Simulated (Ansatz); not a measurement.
# CdAg: the cost of one run

Method: DFT r2SCAN, scalar-relativistic, plane waves, PAW, in Ansatz 0.2.0.

## 1. The system as given

It takes space group Pm-3m (No. 221, cubic). Conventional cell: a = 3.330 Å, b = 3.330 Å, c = 3.330 Å, α = 90.00°, β = 90.00°, γ = 90.00°. Cd (site symmetry m-3m) has 8 Ag at 2.88 Å in its first shell of neighbours. Around Ag (site symmetry m-3m) lie 8 Cd at 2.88 Å.

Coordinates:

```cif
data_structure
_symmetry_space_group_name_H-M 'P 1'
_symmetry_Int_Tables_number 1
_cell_length_a 3.3300
_cell_length_b 3.3300
_cell_length_c 3.3300
_cell_angle_alpha 90.000
_cell_angle_beta 90.000
_cell_angle_gamma 90.000
_cell_volume 36.93
loop_
_atom_site_label
_atom_site_type_symbol
_atom_site_fract_x
_atom_site_fract_y
_atom_site_fract_z
_atom_site_occupancy
Cd1 Cd 0.50000 0.50000 0.50000 1
Ag1 Ag 0.00000 0.00000 0.00000 1
```

The cell is taken as given, not relaxed at this level.

## 2. The reference cell

Reference values: F = -15872.2538 eV; pressure 1.19 GPa; largest force 0.000 eV/Å; gap on the mesh none (metal). It was computed beforehand with the settings of the runs below.

## 3. Setting up a tetragonal deformation path

At fixed volume and fractional coordinates, lengths along (0.000, 0.000, 1.000) are scaled against those across it; ρ is that ratio over its starting value.

## 4. Point ρ = 0.707

File input.yaml:

```yaml
crystal:
  lattice:
    - [3.7379867899, 0.0, 0.0]
    - [0.0, 3.7379867899, 0.0]
    - [0.0, 0.0, 2.6427566604]
  atoms:
    - { symbol: Cd, position: [0.5, 0.5, 0.5] }
    - { symbol: Ag, position: [0.0, 0.0, 0.0] }
basis:
  ecutwfc: 500
kpoints:
  mp_grid: { grid: [16, 16, 16] }
hamiltonian:
  xc: r2scan
scf:
  occupations: { method: gaussian, width: 0.15 }
output:
  forces: true
  stress: true
  eigenvalues: true
```

The run is started by

```sh
> ansatz run input.yaml --threads 1 --pin off --max-ram 2560MiB --backend cpu --events-out ev --progress --plain --runs-dir out
```

Q: Estimate wall time and peak memory on 1 thread of Arm Neoverse V1, shared host.

About 48 s, with a peak of 0.66 GiB.
